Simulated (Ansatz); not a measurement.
InSb3:

```
Sb In
1.0
     0.00000    3.79455    3.79455
     3.79455    0.00000    3.79455
     3.79455    3.79455    0.00000
Sb In
3 1
Direct
  0.50000 0.50000 0.50000
  0.75000 0.75000 0.75000
  0.25000 0.25000 0.25000
  0.00000 0.00000 0.00000
```

The cell comes from a database or a generator and needn't be the stable form of this composition.

Base run:

```yaml
Program: Ansatz 0.2.0
Functional: r2SCAN
Potentials_or_basis: Ansatz PAW
Cutoff: 500 eV
Density_cutoff: 2000 eV
k_mesh: 6 × 6 × 6
Occupations: fermi-dirac, width 0.05 eV
Spin: no spin polarisation
```

Its results: band gap on the k mesh none (metal or under the smearing width); pressure -1.1 GPa.

Question: After a change of settings the same cell gave: band gap on the k mesh none (metal or under the smearing width); pressure -4.2 GPa. Which change was it?
A. functional from r2SCAN to PBEsol; potentials or basis from Ansatz PAW to Ansatz PAW earlier set; cutoff from 500 eV to 710 eV; density cutoff from 2000 eV to 2840 eV; valence electrons from 58 to 84
B. functional from r2SCAN to LDA; cutoff from 500 eV to 420 eV; density cutoff from 2000 eV to 1680 eV
C. functional from r2SCAN to PBE; cutoff from 500 eV to 420 eV; density cutoff from 2000 eV to 1680 eV
D. functional from r2SCAN to PBEsol; potentials or basis from Ansatz PAW to PseudoDojo stringent (PBEsol files); cutoff from 500 eV to 1361 eV; density cutoff from 2000 eV to 5442 eV; valence electrons from 58 to 90

Answer: B.

Caveats: the PAW data sets come from PBE, with cores solved anew for the run's functional, which leaves a small shift of forces and pressure.

Not every run made on this cell is shown here.
